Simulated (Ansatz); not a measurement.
# HfSi: the cost of one run

Method: def2-QZVPP, core rule «outside noble gas», up to 9 orbitals frozen; program: Ansatz 0.2.0, Gaussian basis.

Plan: UHF; ROHF; CCSD(T) on UHF.

## 1. What is computed

The geometry is a PBE0/def2-TZVP stationary point (not a proven minimum) of the parent state, kept for this charge and spin. No spin-orbit coupling is included. Elements past krypton take def2 core potentials.

2 atoms, charge 0, spin multiplicity 3.

Atoms are counted from 1 here; the program's logs count them from 0.

Bond lengths: Hf1–Si2 2.547 Å.

Coordinates:

```xyz
2
HfSi
Hf    0.0000    0.0000    0.0000
Si    0.0000    0.0000    2.5470
```

## 2. UHF

File in.yaml:

```yaml
crystal:
  periodic: [false, false, false]
  atoms:
    - {symbol: Hf, position_ang: [0.000000, 0.000000, 0.000000]}
    - {symbol: Si, position_ang: [0.000000, 0.000000, 2.547000]}
basis:
  gaussian: {orbitals: "def2-QZVPP.json"}
magnetization: {spin_polarized: true, initial_magnetization: 2}
hamiltonian: {xc: hf}
output: {orbitals: {seedname: orbitals}}
```

Started as:

```
$ ansatz run in.yaml --threads 1 --pin off --events-out ev --progress --plain --max-ram 4096MiB --backend cpu
```

What time and memory should one allow on 1 thread of AMD EPYC 7R13, shared host?

About 75 s, with a peak of 0.4 GiB.
